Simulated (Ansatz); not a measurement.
Something may be wrong with this Ansatz 0.2.0 calculation of Cd2S.

The input input.yaml:

```yaml
crystal:
  lattice:
    - [3.962670049, 0.0, 0.0]
    - [-1.9813350245, 3.4317729293, 0.0]
    - [0.0, 0.0, 5.809192]
  atoms:
    - { symbol: Cd, position: [0.3333333333, 0.6666666667, 0.932717] }
    - { symbol: Cd, position: [0.6666666667, 0.3333333333, 0.578735] }
    - { symbol: S, position: [0.3333333333, 0.6666666667, 0.365705] }
hamiltonian:
  xc: pbe
  pseudopotentials: { kind: paw }
kpoints:
  mp_grid: { grid: [5, 5, 3] }
scf:
  occupations: { method: fermi_dirac, width: 0.05 }
  max_iter: 3
output:
  forces: true
  stress: true
  eigenvalues: true
```

Potentials or basis: Ansatz PAW.

Launch:

```sh
$ ansatz run input.yaml --threads 2 --pin off --max-ram 5632MiB --backend cpu --events-out ev --progress --plain --runs-dir out
```

Output:

```text
Warning: RAYON_NUM_THREADS=2 ignored (pool sized by the plan → 2); use --threads N
[... 27 lines left out ...]
Error: did not converge after 3 iterations: dr2 = 1.34e-4 (threshold 1.00e-7), under the density mixer `msr1`, which `scf.mixing.algorithm: auto` chose by the deck's other keys (type `scf.mixing.algorithm: msr1` to keep it); raise `scf.max_iter`, which need not help a stalled SCF, or adjust the mixing (`scf.mixing`) or, under a smearing, its width (`scf.occupations.width`, in either direction: another width is another result); this SCF holds its density and magnetisation to the symmetry operations that it keeps, and cannot end on a state that breaks one of them: if the state sought breaks one, re-run with `crystal.symmetry.detect: false`, without `crystal.symmetry.time_reversal: true`, on a non-collinear deck whose state breaks time reversal, with `crystal.symmetry.time_reversal: false` beside it (there exact exchange or a DFT+U term alone can polarise the run; a magnetic state wants starting moments), where the deck allows it (that run may end on another state, and need not converge either); this run sums exchange and correlation on more points than the dense box has (`basis.xc_grid`), where a deck that converges on the dense box may not converge: try another level (where the key is left out runs that use forces, runs that use the stress, dielectric runs by a finite field, finite-displacement phonons, runs of phonons.displacement_patterns under a GGA or a meta-GGA, phonons by method: dfpt, dielectric runs by the response, runs on support functions, runs on PAW files under a meta-GGA or a hybrid on one, runs at kind: all_electron or under a hybrid on a GGA, runs under a text's formulas of a gradient, and runs on PAW files that evaluate rPW86 or Becke's exchange or LYP's correlation can take a finer level, which can go by the root key accuracy; a number is taken as typed), or, where it is served, `1`, the dense box, on which forces and the stress change with where the atoms sit on the grid; a lower level also moves a field's Born charges, by the response (dielectric, § Limitations, in the input reference) or by a finite field; under a meta-GGA, try another mixer (`scf.mixing.algorithm: anderson` or `broyden`); mind that the stability of the state on which such a run converges can go unchecked at the default of `scf.lower_state_search`; see `basis.xc_grid`, Limitations — the other mixer that `auto` picks from is left to try (`scf.mixing.algorithm: broyden`); it can need more iterations, either can converge an SCF that the other leaves open, and the two can end on different states; the input reference at `scf.mixing.algorithm` says more, and from which start to try it
```

Q: Diagnose the run.

A: No converged result was reached. The input holds a flaw that was put in on purpose: too few SCF iterations.

A sound run on the same cell differs in these lines of the main input:
```diff
@@ -17 +16,0 @@
-  max_iter: 3
```
